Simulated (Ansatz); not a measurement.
**BiTe: the cell at several levels of theory**

The task here is to estimate one member of a computed series from the others.

Program: Ansatz 0.2.0. PAW datasets, plane waves, zero pressure. Spin-unpolarised throughout; all numbers are computed.

1 further run of the same task is left out (for a known fault of the program). Runs told in other sessions of the task aren't counted.

## Starting point

Space group P-3m1 (No. 164), trigonal; a = 4.423 Å, c = 24.002 Å in the conventional setting, 33.89 Å³ an atom. Near Bi stand 6 Te at 3.04–3.36 Å; near Bi stand 6 Te at 3.14–3.16 Å; near Bi stand 3 Bi at 3.27 Å and 3 Te at 3.33 Å; near Te stand 3 Bi at 3.04 Å; near Te stand 6 Bi at 3.14–3.36 Å.

Coordinates:

```cif
data_structure
_symmetry_space_group_name_H-M 'P 1'
_symmetry_Int_Tables_number 1
_cell_length_a 4.4230
_cell_length_b 4.4230
_cell_length_c 24.0020
_cell_angle_alpha 90.000
_cell_angle_beta 90.000
_cell_angle_gamma 120.000
_cell_volume 406.64
loop_
_atom_site_label
_atom_site_type_symbol
_atom_site_fract_x
_atom_site_fract_y
_atom_site_fract_z
_atom_site_occupancy
Bi1 Bi 0.00000 0.00000 0.12420 1
Bi2 Bi 0.00000 0.00000 0.87580 1
Bi3 Bi 0.33333 0.66667 0.29080 1
Bi4 Bi 0.66667 0.33333 0.70920 1
Bi5 Bi 0.66667 0.33333 0.45750 1
Bi6 Bi 0.33333 0.66667 0.54250 1
Te1 Te 0.33333 0.66667 0.05520 1
Te2 Te 0.66667 0.33333 0.94480 1
Te3 Te 0.66667 0.33333 0.21490 1
Te4 Te 0.33333 0.66667 0.78510 1
Te5 Te 0.00000 0.00000 0.36870 1
Te6 Te 0.00000 0.00000 0.63130 1
```

The first run:

Input file input.yaml:

```yaml
crystal:
  lattice:
    - [4.423, 0.0, 0.0]
    - [-2.2115, 3.8304303609, 0.0]
    - [0.0, 0.0, 24.002]
  atoms:
    - { symbol: Bi, position: [0.0, 0.0, 0.1242] }
    - { symbol: Bi, position: [0.0, 0.0, 0.8758] }
    - { symbol: Bi, position: [0.3333333333, 0.6666666667, 0.2908] }
    - { symbol: Bi, position: [0.6666666667, 0.3333333333, 0.7092] }
    - { symbol: Bi, position: [0.6666666667, 0.3333333333, 0.4575] }
    - { symbol: Bi, position: [0.3333333333, 0.6666666667, 0.5425] }
    - { symbol: Te, position: [0.3333333333, 0.6666666667, 0.0552] }
    - { symbol: Te, position: [0.6666666667, 0.3333333333, 0.9448] }
    - { symbol: Te, position: [0.6666666667, 0.3333333333, 0.2149] }
    - { symbol: Te, position: [0.3333333333, 0.6666666667, 0.7851] }
    - { symbol: Te, position: [0.0, 0.0, 0.3687] }
    - { symbol: Te, position: [0.0, 0.0, 0.6313] }
kpoints:
  mp_grid: { grid: [6, 6, 2] }
hamiltonian:
  xc: pbe
scf:
  occupations: { method: fermi_dirac, width: 0.02 }
relax:
  f_tol: 0.005
  cell: {}
```

Command:

```sh
$ ansatz run input.yaml --threads 8 --pin off --max-ram 20275MiB --backend cpu --events-out ev --progress --plain --runs-dir out
```

Among the steps run: PBE: cell and atoms; Relaxation with r2SCAN; Relaxation with PBEsol; Relaxing with LDA.

One of the session's tables, all rows but one given; the rest of the session is left out.

```
 level  a (Å)   c (Å)  volume (Å³/atom)
   PBE  4.484  24.928            36.172
r2SCAN  4.447  25.342            36.162
PBEsol  4.416  23.910            33.652
   LDA      ?       ?                 ?
```

**Question.** Estimate the row for LDA.

**Answer.** a (Å): 4.387; c (Å): 23.619; volume (Å³/atom): 32.803. In the column «a (Å)» it is the lowest.

In words: The first relaxation changed the volume by +6.7 % from the start. The volume spreads over 10.3 % between the levels.
